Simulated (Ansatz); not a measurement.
# C₃H₁₁BSi: one species, many methods

An exercise on one series of results from a longer session: the logs are not shown, and one member is left open.

The runs use Ansatz 0.2.0, Gaussian basis; functionals in def2-TZVPP, the program's frozen cores in correlated methods.

The runs, in order: PBE-D4, r2SCAN-D4, PBE0-D4, B3LYP-D4, ωB97X-V, ωB97M-V, B2PLYP; CCSD(T)/def2-TZVPP; MP2/def2-QZVPP; extrapolation to the limit.

### The geometry

The geometry comes from an earlier relaxation with PBE0-D4 in a triple-zeta def2 set; it is a stationary point, not always the lowest conformer.

SMILES `BCC[SiH2]C`, 16 atoms, charge 0, spin multiplicity 1.

Atoms are counted from 1 here; the program's logs count them from 0.

Bond lengths: B1–C2 1.552 Å, B1–H6 1.199 Å, B1–H7 1.199 Å, C2–C3 1.531 Å, C2–H8 1.103 Å, C2–H9 1.103 Å, C3–Si4 1.878 Å, C3–H10 1.096 Å, C3–H11 1.096 Å, Si4–C5 1.873 Å, Si4–H12 1.493 Å, Si4–H13 1.492 Å, C5–H14 1.093 Å, C5–H15 1.092 Å, C5–H16 1.093 Å. Angles: C2–B1–H6 122.1°, C2–B1–H7 119.4°, H6–B1–H7 118.5°, B1–C2–C3 118.5°, B1–C2–H8 106.7°, B1–C2–H9 106.0°, C3–C2–H8 111.1°, C3–C2–H9 111.2°, H8–C2–H9 101.9°, C2–C3–Si4 114.3°, C2–C3–H10 110.0°, C2–C3–H11 109.9°, Si4–C3–H10 108.6°, Si4–C3–H11 108.3°, H10–C3–H11 105.4°, C3–Si4–C5 111.7°, C3–Si4–H12 108.8°, C3–Si4–H13 109.8° and more.

Set-up of the first run:

Input file in.yaml:

```yaml
crystal:
  periodic: [false, false, false]
  atoms:
    - {symbol: B, position_ang: [-0.509893, 2.069441, 1.803100]}
    - {symbol: C, position_ang: [-0.584521, 0.872856, 0.817670]}
    - {symbol: C, position_ang: [0.598575, -0.096454, 0.753675]}
    - {symbol: Si, position_ang: [0.365035, -1.520603, -0.448269]}
    - {symbol: C, position_ang: [0.136357, -0.913647, -2.205508]}
    - {symbol: H, position_ang: [0.449622, 2.265323, 2.495704]}
    - {symbol: H, position_ang: [-1.435135, 2.828757, 1.877683]}
    - {symbol: H, position_ang: [-1.523255, 0.338221, 1.038907]}
    - {symbol: H, position_ang: [-0.798134, 1.307515, -0.173113]}
    - {symbol: H, position_ang: [1.512159, 0.444740, 0.481915]}
    - {symbol: H, position_ang: [0.793112, -0.514282, 1.747529]}
    - {symbol: H, position_ang: [-0.837819, -2.304388, -0.038215]}
    - {symbol: H, position_ang: [1.543183, -2.433376, -0.386128]}
    - {symbol: H, position_ang: [1.005682, -0.339248, -2.535733]}
    - {symbol: H, position_ang: [0.007819, -1.753047, -2.892684]}
    - {symbol: H, position_ang: [-0.745589, -0.274411, -2.292234]}
basis:
  gaussian: {orbitals: def2-TZVPP}
hamiltonian: {xc: pbe, dispersion: d4}
output: {forces: true, orbitals: {seedname: orbitals}}
```

On the command line:

```sh
$ ansatz run in.yaml --threads 4 --pin off --events-out ev --progress --plain --max-ram 10444MiB
```

Among the steps run: PBE-D4 (GGA); r2SCAN-D4 (meta-GGA); PBE0-D4 (hybrid); B3LYP-D4 (hybrid); ωB97X-V (range-separated); ωB97M-V (range-separated); B2PLYP (double hybrid); CCSD(T) in def2-TZVPP; MP2 in def2-QZVPP.

One table of the session follows, with a row left open; its other results are not shown here.

It belongs to the step «Atomisation energies». 

```
            method  atomisation energy (kcal/mol)
            PBE-D4                         1405.2
         r2SCAN-D4                         1398.3
           PBE0-D4                         1397.5
          B3LYP-D4                         1397.5
           ωB97X-V                         1398.9
           ωB97M-V                              ?
            B2PLYP                         1381.4
     HF/def2-TZVPP                         1079.9
    MP2/def2-TZVPP                         1370.0
   CCSD/def2-TZVPP                         1350.8
CCSD(T)/def2-TZVPP                         1363.9
           MP2/CBS                         1398.3
       CCSD(T)/CBS                         1392.3
```

Q: Estimate the row for ωB97M-V from the others.

As computed: atomisation energy (kcal/mol): 1399.2. In the column «atomisation energy (kcal/mol)» it lies between ωB97X-V (1398.9) and PBE-D4 (1405.2).

Limits of these values: Free atoms (1 B, 3 C, 1 Si, 11 H) were run apart at each level; the atomisation energy is their sum less the molecule, without zero-point or spin-orbit terms.
